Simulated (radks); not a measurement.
# As¹⁷⁺ in [Ne] 3s2 3p2 3d2: an all-electron calculation

Aim: the levels, the sizes of the orbitals and the parts of the energy of the arsenic ion As17+.

Method: Dirac Kohn-Sham, XLYP, spin-unpolarised, spherical densities, finite nucleus; open shells are shared between the two j in proportion to 2j + 1. Code: radks (a radial shooting solver on a logarithmic mesh, Libxc functionals) version 1.

**1. The system**

| Quantity | Value |
| --- | --- |
| element | arsenic (Z = 33) |
| charge | +17 |
| electrons | 16 |
| configuration | [Ne] 3s2 3p2 3d2 |
| nuclear rms radius | 4.0968 fm |

Outer shells as boxes (Hund's rule):

As¹⁷⁺
```
[Ne] core
3s [↑↓]
3p [↑ ][↑ ][  ]
3d [↑ ][↑ ][  ][  ][  ]
```

**2. The calculation**

The run's settings:

```text
Z 33
configuration [Ne] 3s2 3p2 3d2 4s0 4p0 4d0 4f0
relativity Dirac
functional xlyp
spin unpolarised
j_filling average
nucleus finite rms 4.0968 fm
c 137.035999084
```

The run is started by

```
$ python run_ks.py task.json out
```

All runs below come from this command, one after another.

**Question.** What will this run give?

As calculated:

```
                        quantity                    value
                    total energy      -2101.17599 hartree
exchange-correlation share of it                   3.05 %
                            −T/E                   1.0244
          highest occupied level        3d5/2, -567.31 eV
    most extended occupied level  3s1/2, <r> = 0.521 bohr
 radius at density 0.001 e/bohr³                1.37 bohr
    maxima of the radial density                        3
```

**Reading.** The radial density shows 3 maxima for 3 occupied principal shells. Relativity lifts −T/E to 1.024. This is not the tabulated ground configuration, so its levels and sizes aren't those of the ground state, and no measured value stands beside it.
